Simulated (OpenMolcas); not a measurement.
# Ir⁵⁺ among point charges: CASSCF and CASPT2 levels and susceptibility

How does a field of 3 point charges split the states of Ir⁵⁺, and what χT follows?

Method: state-averaged CASSCF and CASPT2, spin-orbit coupling by RASSI with atomic mean-field integrals. Code: OpenMolcas 26.06.

## (1) The atom as given

```
Species                           : Ir⁵⁺ (iridium, Z = 77, 72 electrons)
Basis                             : ANO-RCC-VTZP [8s7p5d3f1g], 84 functions
Scalar Hamiltonian                : DKH2, point nucleus
Inactive shells                   : 1s 2s 2p 3s 3p 3d 4s 4p 4d 4f 5s 5p
Active space                      : 4 electrons in 5 orbitals (5d)
Some configurations of this space : 5d4
Orbitals                          : optimised for each spin and parity, averaged over all roots
```

The outer shells:

5d4
```
5d [↑ ][↑ ][↑ ][↑ ][  ]
```

The ion sits among 3 point charges of -2 e arranged as a planar triangle (D3h), 2.07 Å from the ion.

Each step is its own input file, run in one work folder so that later steps find the files of earlier ones. Labels, J, g values, rates, χT and fits are worked out afterwards by a script from the matrices that RASSI stores.

## (2) GATEWAY and SEWARD: basis and integrals

Contents of a.inp:

```
&GATEWAY
Coord
1

Ir 0.0 0.0 0.0
Basis=ANO-RCC-VTZP
Group=NoSym
NoMove
AngMom=0.0 0.0 0.0
AMFI
XField
3 Angstrom 0
2.070000 0.000000 0.000000 -2.000000
-1.035000 1.792673 0.000000 -2.000000
-1.035000 -1.792673 0.000000 -2.000000
&SEWARD
```

Launch:

```sh
$ OMP_NUM_THREADS=1 MOLCAS_MEM=1689 MOLCAS_PROJECT=a pymolcas a.inp > a.log
```

## (3) Reference wave functions, quintets, 5 roots

Contents of a.inp:

```
&RASSCF
FileOrb=start.orb
Symmetry=1
Spin=5
nActEl=4 0 0
Inactive=34
Ras2=5
CIRoot=5 5 1
SDav=5
CIMx=300
Iter=120 100
PrWF=0.3
OrbListing=Nothing
MaxOrb=0
>>> COPY $Project.JobIph JOB001
```

start.orb holds the contracted functions of the basis, ordered by shell, or the orbitals of the step before.

## (4) CASSCF: triplets, 45 roots

Contents of a.inp:

```
&RASSCF
FileOrb=start.orb
Symmetry=1
Spin=3
nActEl=4 0 0
Inactive=34
Ras2=5
CIRoot=45 45 1
SDav=45
CIMx=300
Iter=120 100
PrWF=0.3
OrbListing=Nothing
MaxOrb=0
>>> COPY $Project.JobIph JOB002
```

## (5) CASSCF: singlets, 50 roots

Contents of a.inp:

```
&RASSCF
FileOrb=start.orb
Symmetry=1
Spin=1
nActEl=4 0 0
Inactive=34
Ras2=5
CIRoot=50 50 1
SDav=50
CIMx=300
Iter=120 100
PrWF=0.3
OrbListing=Nothing
MaxOrb=0
>>> COPY $Project.JobIph JOB003
```

## (6) State interaction with spin-orbit coupling

Contents of a.inp:

```
&RASSI
NrOfJobIphs=3 5 45 50
1 2 3 4 5
1 2 3 4 5 6 7 8 9 10 11 12 13 14 15 16 17 18 19 20 21 22 23 24 25 26 27
28 29 30 31 32 33 34 35 36 37 38 39 40 41 42 43 44 45
1 2 3 4 5 6 7 8 9 10 11 12 13 14 15 16 17 18 19 20 21 22 23 24 25 26 27
28 29 30 31 32 33 34 35 36 37 38 39 40 41 42 43 44 45 46 47 48 49 50
IphNames
JOB001
JOB002
JOB003
EJob
SpinOrbit
DIPRint=1.0
SOCoupling=1000.0
Subsets=2
Property=9
'ANGMOM' 1 'ANGMOM' 2 'ANGMOM' 3 'MLTPL  1' 1 'MLTPL  1' 2 'MLTPL  1' 3
'AMFI' 1 'AMFI' 2 'AMFI' 3
SOProperty=3
'ANGMOM' 1 'ANGMOM' 2 'ANGMOM' 3
```

## (7) CASPT2: IPEA 0.25, imaginary shift 0.1 (closed shells correlated: 4f 5s 5p)

Contents of a.inp:

```
>>> COPY JOB001 $Project.JobIph
&CASPT2
Multistate=5 1 2 3 4 5
NoMult
Frozen=23
IPEA=0.25
Imaginary=0.1
MaxIter=60
WThr=0.0 0.3 0.05
PrWF=0.5
NoMix
>>> COPY JOB002 $Project.JobIph
&CASPT2
Multistate=45 1 2 3 4 5 6 7 8 9 10 11 12 13 14 15 16 17 18 19 20 21 22
23 24 25 26 27 28 29 30 31 32 33 34 35 36 37 38 39 40 41 42 43 44 45
NoMult
Frozen=23
IPEA=0.25
Imaginary=0.1
MaxIter=60
WThr=0.0 0.3 0.05
PrWF=0.5
NoMix
>>> COPY JOB003 $Project.JobIph
&CASPT2
Multistate=50 1 2 3 4 5 6 7 8 9 10 11 12 13 14 15 16 17 18 19 20 21 22
23 24 25 26 27 28 29 30 31 32 33 34 35 36 37 38 39 40 41 42 43 44 45 46
47 48 49 50
NoMult
Frozen=23
IPEA=0.25
Imaginary=0.1
MaxIter=60
WThr=0.0 0.3 0.05
PrWF=0.5
NoMix
```

(Steps that only read results are left out.)

What does the calculation give? Wanted: spin-free ground state; first state of the same spin within the active space; lowest level; next level.

As calculated:

| quantity | value |
| --- | --- |
| method | SS-CASPT2, IPEA 0.25, imaginary shift 0.1 (closed shells correlated: 4f 5s 5p) |
| spin-free ground state | 5E, 2-fold in its orbital part |
| first state of the same spin within the active space | 5E at 11000 cm⁻¹ |
| lowest level | 1-fold A1 |
| next level | 2824.2 cm⁻¹ |
| χT at 300 K | 0.08 cm³ K/mol |
| effective moment at 300 K | 0.82 μB |

Cost by method:

```csv
method,time of its own steps,time with the reference
A. CASSCF,50 s,50 s
"B. SS-CASPT2, IPEA 0.25, imaginary shift 0.1, +4f 5s 5p",77 s,2.1 min
```

Times are of one thread on a shared host.

What this shows: The spin-free ground state (5E) comes to 100 % from free-ion D terms and keeps the highest spin of the shell. χT at 300 K is 0.08, against 3.01 cm³ K/mol for the spin alone, so spin-orbit coupling lowers it. An active space of the d shell alone favours high spin; real ions in strong fields can be low spin. CASPT2 does not keep the components of a term degenerate, and the means are used. The field of point charges can differ much from that of real complexes. With metal d orbitals alone active, the gaps between spin states are rough; where two lie within a few thousand cm-1, their order is open. This is an electrostatic model: the charges have no orbitals.
